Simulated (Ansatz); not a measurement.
## Mg6BiB under changes of volume

One of the cells (21.832 Å³/atom); the others are scaled copies at fixed shape and fractional positions:

```
Bi Mg B
1.0
     3.88474    0.00000    0.00000
     0.00000    4.39097    5.11952
     0.00000   -4.39097    5.11952
Bi Mg B
1 6 1
Direct
  0.50000 0.38547 0.38547
  0.00000 0.15039 0.15039
  0.00000 0.63332 0.63332
  0.00000 0.71473 0.04947
  0.00000 0.04947 0.71473
  0.50000 0.88649 0.40497
  0.50000 0.40497 0.88649
  0.50000 0.77516 0.77516
```

The cell comes from a database or a generator and needn't be the stable form of this composition.

| Item | Value |
| --- | --- |
| Program | Ansatz 0.2.0 |
| Functional | PBE |
| Potentials or basis | Ansatz PAW |
| Cutoff | 420 eV (not typed: the program's choice for these potentials) |
| k mesh | 7 × 4 × 4 |
| Occupations | fermi-dirac, width 0.05 eV |
| Spin | no spin polarisation |

| volume (Å³/atom) | energy over the lowest point (meV/atom) | pressure (GPa) | largest force (eV/Å) |
| --- | --- | --- | --- |
| 20.522 | 8.45 | 2.6 | 0.297 |
| 20.959 | 2.85 | 1.5 | 0.240 |
| 21.395 | 0.12 | 0.5 | 0.187 |
| 21.832 | 0.00 | -0.4 | 0.138 |
| 22.269 | 2.22 | -1.2 | 0.093 |
| 22.705 | ? | ? | ? |
| 23.142 | 12.84 | -2.6 | 0.143 |

**Question.** What does the run at 22.705 Å³/atom give?

**Answer.** Energy over the lowest point 6.57 meV/atom; pressure -1.9 GPa; largest force 0.098 eV/Å.

Worked out: A Birch-Murnaghan fit of order 3 (a polynomial in V^(-2/3)) to the other rows has its minimum at 21.63 Å³/atom with B0 = V·E''(V) = 45 GPa and B' = 4.0 at fixed shape and positions, which overstates the stiffness. It gives 6.56 meV/atom at 22.705 Å³/atom, against the run's 6.57, and -dE/dV = -2.0 GPa, against -1.9.

Energies are extrapolated to zero smearing.
